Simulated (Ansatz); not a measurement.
# H8N2OSi2: a ladder of functionals and wavefunction methods

One table from this session's results is given with a row withheld; the runs are named, their logs left out.

The runs use Ansatz 0.2.0, Gaussian basis; functionals in def2-TZVPP, the program's frozen cores in correlated methods.

The runs, in order: LDA (SPW92), PBE-D4, revPBE-D4, BLYP-D4, r2SCAN-D4, B97M-V, PBE0-D4, B3LYP-D4, r2SCANh-D4, r2SCAN0-D4, HSE06-D4, BHLYP-D4, CAM-B3LYP-D4, LC-ωPBE, ωB97X-V, ωB97M-V, B2PLYP, PBE-QIDH; CCSD(T)/def2-SVP; CCSD(T)/def2-TZVPP; MP2/def2-QZVPP; extrapolation to the limit; RPA on PBE.

**Structure used throughout**

An earlier PBE0-D4 in a triple-zeta def2 set relaxation fixed the geometry.

SMILES `N[Si](N)(O)[SiH3]`, 13 atoms, charge 0, spin multiplicity 1.

Atoms are counted from 1 here; the program's logs count them from 0.

Bond lengths: N1–Si2 1.705 Å, N1–H6 1.005 Å, N1–H7 1.006 Å, Si2–N3 1.706 Å, Si2–O4 1.654 Å, Si2–Si5 2.355 Å, N3–H8 1.006 Å, N3–H9 1.008 Å, O4–H10 0.958 Å, Si5–H11 1.490 Å, Si5–H12 1.490 Å, Si5–H13 1.494 Å. Angles: Si2–N1–H6 121.1°, Si2–N1–H7 120.4°, H6–N1–H7 112.6°, N1–Si2–N3 106.5°, N1–Si2–O4 101.4°, N1–Si2–Si5 117.2°, N3–Si2–O4 118.5°, N3–Si2–Si5 105.3°, O4–Si2–Si5 108.5°, Si2–N3–H8 122.0°, Si2–N3–H9 121.1°, H8–N3–H9 112.2°, Si2–O4–H10 116.9°, Si2–Si5–H11 110.8°, Si2–Si5–H12 111.6°, Si2–Si5–H13 112.1°, H11–Si5–H12 107.9°, H11–Si5–H13 107.1° and more.

Set-up of the first run:

in.yaml

```yaml
crystal:
  periodic: [false, false, false]
  atoms:
    - {symbol: N, position_ang: [-0.883223, 1.375045, -1.056460]}
    - {symbol: Si, position_ang: [0.218104, 0.276876, -0.357363]}
    - {symbol: N, position_ang: [1.146810, 1.168475, 0.762482]}
    - {symbol: O, position_ang: [0.970642, -0.331062, -1.698929]}
    - {symbol: Si, position_ang: [-0.684019, -1.517564, 0.872297]}
    - {symbol: H, position_ang: [-1.446701, 1.980200, -0.484624]}
    - {symbol: H, position_ang: [-1.312554, 1.170945, -1.943043]}
    - {symbol: H, position_ang: [1.618523, 0.728818, 1.534404]}
    - {symbol: H, position_ang: [1.573725, 2.044680, 0.504748]}
    - {symbol: H, position_ang: [1.498346, -1.120990, -1.579114]}
    - {symbol: H, position_ang: [-1.450162, -2.435690, -0.017149]}
    - {symbol: H, position_ang: [-1.606115, -1.040448, 1.940964]}
    - {symbol: H, position_ang: [0.377125, -2.333785, 1.536588]}
basis:
  gaussian: {orbitals: def2-TZVPP}
hamiltonian: {xc: lda}
output: {orbitals: {seedname: orbitals}}
```

Command:

```bash
ansatz run in.yaml --threads 4 --pin off --events-out ev --progress --plain --max-ram 10444MiB
```

Steps of the session up to this table: LDA; PBE-D4 (GGA); revPBE-D4 (GGA); BLYP-D4 (GGA); r2SCAN-D4 (meta-GGA); B97M-V (meta-GGA); B3LYP-D4 (hybrid); r2SCANh-D4 (hybrid); r2SCAN0-D4 (hybrid); HSE06-D4 (hybrid); BHLYP-D4 (hybrid); CAM-B3LYP-D4 (range-separated); LC-ωPBE (range-separated); ωB97X-V (range-separated); ωB97M-V (range-separated); B2PLYP (double hybrid); PBE-QIDH (double hybrid).

One of the session's tables, all rows but one given; the rest of the session is left out.

It belongs to the step «Orbital energies across the functionals». 

| functional | HOMO (eV) | LUMO (eV) | gap (eV) |
| --- | --- | --- | --- |
| LDA (SPW92) | -5.89 | -0.63 | 5.26 |
| PBE-D4 | -5.76 | -0.44 | 5.32 |
| revPBE-D4 | -5.70 | -0.34 | 5.36 |
| BLYP-D4 | -5.64 | -0.34 | 5.30 |
| r2SCAN-D4 | -6.02 | -0.10 | 5.92 |
| B97M-V | -6.15 | -0.34 | 5.81 |
| PBE0-D4 | -7.02 | 0.38 | 7.41 |
| B3LYP-D4 | -6.82 | 0.15 | 6.97 |
| r2SCANh-D4 | -6.49 | 0.18 | 6.67 |
| r2SCAN0-D4 | -7.21 | 0.59 | 7.79 |
| HSE06-D4 | -6.63 | 0.01 | 6.64 |
| BHLYP-D4 | ? | ? | ? |
| CAM-B3LYP-D4 | -8.38 | 1.31 | 9.69 |
| LC-ωPBE | -9.69 | 2.49 | 12.18 |
| ωB97X-V | -9.36 | 2.34 | 11.70 |
| ωB97M-V | -9.19 | 1.99 | 11.18 |

Q: Estimate the row for BHLYP-D4 from the others.

Worked estimate for «HOMO (eV)». Against the share of exact exchange, BLYP-D4 (0, -5.64), B3LYP-D4 (0.2, -6.82) give a slope of -5.90 per unit share; at 0.5 the line stands at -8.59.

**Answer.** HOMO (eV): -8.22; LUMO (eV): 1.17; gap (eV): 9.38. In «HOMO (eV)» the line misses by -0.37.
